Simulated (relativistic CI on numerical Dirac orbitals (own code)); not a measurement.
# Al²⁺: one ion under different settings

Aim: see what numerical and physical settings do to the SCF, the total energy and the lowest levels of Al²⁺.

Method: Dirac-Coulomb-Breit CI, KLI orbitals optimised for each configuration, model QED (radiative potential, 1s self-energy scaled to tabulated hydrogen-like ionisation energies), numerical settings as typed. Code: relativistic CI on numerical Dirac orbitals (own code) version 3.

## 1. What is computed

```
ion            : Al²⁺ (Al III)
nuclear charge : 13
electrons      : 11
isotope        : A = 27
```

## 2. The usual input

Settings, as recorded:

```ini
atom Al  Z=13  charge=2  electrons=11
nucleus A=27  rms_radius_fm=3.0610
hamiltonian dirac-coulomb  breit=on  qed=on  c_scale=1
orbitals kli  potential=per-configuration
slater_scale 1
correlation none
mixing on
grid step=0.0125 r_max=34.3
scf mixing=0.4 start=green max_iterations=150 tolerance=2e-08 node_fill=0.05
configurations
  [Ne] 3s
  [Ne] 3p
  [Ne] 3d
end
```

Started as:

```
> python run_levels.py task.json out
```

One command runs all members of the session, one after another, from task.json.

## 3. Tolerance 1e-05, speed-of-light factor 1.25, QED terms off

Settings, as recorded:

```ini
atom Al  Z=13  charge=2  electrons=11
nucleus A=27  rms_radius_fm=3.0610
hamiltonian dirac-coulomb  breit=on  qed=off  c_scale=1.25
orbitals kli  potential=per-configuration
slater_scale 1
correlation none
mixing on
grid step=0.0125 r_max=34.3
scf mixing=0.4 start=green max_iterations=150 tolerance=1e-05 node_fill=0.05
configurations
  [Ne] 3s
  [Ne] 3p
  [Ne] 3d
end
```

## 4. QED terms off, Breit term off

Settings, as recorded:

```ini
atom Al  Z=13  charge=2  electrons=11
nucleus A=27  rms_radius_fm=3.0610
hamiltonian dirac-coulomb  breit=off  qed=off  c_scale=1
orbitals kli  potential=per-configuration
slater_scale 1
correlation none
mixing on
grid step=0.0125 r_max=34.3
scf mixing=0.4 start=green max_iterations=150 tolerance=2e-08 node_fill=0.05
configurations
  [Ne] 3s
  [Ne] 3p
  [Ne] 3d
end
```

## 5. Grid step 0.006, start potential previous

Settings, as recorded:

```ini
atom Al  Z=13  charge=2  electrons=11
nucleus A=27  rms_radius_fm=3.0610
hamiltonian dirac-coulomb  breit=on  qed=on  c_scale=1
orbitals kli  potential=per-configuration
slater_scale 1
correlation none
mixing on
grid step=0.006 r_max=34.3
scf mixing=0.4 start=previous max_iterations=150 tolerance=2e-08 node_fill=0.05
configurations
  [Ne] 3s
  [Ne] 3p
  [Ne] 3d
end
```

## 6. Speed-of-light factor 0.4

Settings, as recorded:

```ini
atom Al  Z=13  charge=2  electrons=11
nucleus A=27  rms_radius_fm=3.0610
hamiltonian dirac-coulomb  breit=on  qed=on  c_scale=0.4
orbitals kli  potential=per-configuration
slater_scale 1
correlation none
mixing on
grid step=0.0125 r_max=34.3
scf mixing=0.4 start=green max_iterations=60 tolerance=2e-08 node_fill=0.05
configurations
  [Ne] 3s
  [Ne] 3p
  [Ne] 3d
end
```

(Steps that only read results are left out.)

**Question.** What will these runs give? Wanted: lowest level, usual settings; total energy; first excitation.

As calculated:

| setting | total energy less usual (Ha) | largest shift of a level among the lowest eight of both runs, same label and place (cm⁻¹) | SCF iterations | time | lowest level | kind of change |
| --- | --- | --- | --- | --- | --- | --- |
| usual | 0 | 0 | 31 | 0.082 s | 3s 2S1/2 | - |
| tolerance 1e-05, speed-of-light factor 1.25, QED terms off | 0.121 | 138 | 22 | 0.047 s | 3s 2S1/2 | unphysical constant |
| QED terms off, Breit term off | -0.0696 | 41.4 | 31 | 0.051 s | 3s 2S1/2 | model term |
| grid step 0.006, start potential previous | -2.22e-05 | 0.0228 | 27 | 0.14 s | 3s 2S1/2 | numerical |
| speed-of-light factor 0.4 | -2.21 | 2340 | 31 | 0.076 s | 3s 2S1/2 | unsound |

| quantity | value |
| --- | --- |
| lowest level, usual settings | 3s 2S1/2 |
| total energy | -241.4106 Ha |
| first excitation | 52770 cm⁻¹ |

In words: Among the runs whose levels can be followed, they move most under «speed-of-light factor 0.4» (unsound), by up to 2340 cm⁻¹. Only the listed configurations are in the model. In a near-neutral ion this small CI can misplace whole configurations by 10,000 cm⁻¹ or more.
